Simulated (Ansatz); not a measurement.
# RbTi: the cost of one run

Computed with Ansatz 0.2.0 (DFT PBE, scalar-relativistic, plane waves, PAW, unless a step's input says otherwise).

## Step 1: The system as given

Symmetry: Pmma, No. 51, orthorhombic system. The conventional cell has a = 5.485 Å, b = 3.630 Å, c = 5.601 Å, α = 90.00°, β = 90.00°, γ = 90.00°. Rb (site symmetry mm2) has 8 Ti at 3.33 to 3.36 Å and 4 Rb at 3.45 to 3.63 Å as nearest neighbours. Around Ti (site symmetry mm2) lie 8 Rb at 3.33 to 3.36 Å and 4 Ti at 3.46 to 3.63 Å.

Coordinates:

```cif
data_structure
_symmetry_space_group_name_H-M 'Pmma'
_symmetry_Int_Tables_number 51
_cell_length_a 5.4854
_cell_length_b 3.6301
_cell_length_c 5.6007
_cell_angle_alpha 90.000
_cell_angle_beta 90.000
_cell_angle_gamma 90.000
_cell_volume 111.52
loop_
_atom_site_label
_atom_site_type_symbol
_atom_site_symmetry_multiplicity
_atom_site_Wyckoff_symbol
_atom_site_fract_x
_atom_site_fract_y
_atom_site_fract_z
_atom_site_occupancy
Rb1 Rb 2 e 0.75000 0.00000 0.68700 1
Ti1 Ti 2 f 0.75000 0.50000 0.18800 1
```

(A quick probe on a coarse mesh, which set the mesh and smearing, is not shown.)

## Step 3: Coarse relaxation

input.yaml

```yaml
crystal:
  lattice:
    - [5.4854494559, 0.0, 0.0]
    - [0.0, 3.6300768458, 0.0]
    - [0.0, 0.0, 5.6006899907]
  atoms:
    - { symbol: Rb, position: [0.75, 0.0, 0.687] }
    - { symbol: Rb, position: [0.25, 0.0, 0.313] }
    - { symbol: Ti, position: [0.75, 0.5, 0.188] }
    - { symbol: Ti, position: [0.25, 0.5, 0.812] }
basis:
  ecutwfc: 420
kpoints:
  mp_grid: { grid: [4, 6, 4] }
hamiltonian:
  xc: pbe
scf:
  occupations: { method: gaussian, width: 0.1 }
  lower_state_search: "off"
output:
  forces: true
  stress: true
  eigenvalues: true
relax:
  adjacent_minimum: "off"
  f_tol: 0.04
  max_steps: 70
  cell: { stress_tol: 0.4 }
```

The run is started by

```sh
> ansatz run input.yaml --threads 1 --pin off --max-ram 2560MiB --backend cpu --events-out ev --progress --plain --runs-dir out
```

**Question.** How long does this run take on 1 thread of AMD EPYC 7B13 (Zen 3), shared host, and how much memory does it need?

About 2.7 min, with a peak of 0.52 GiB.
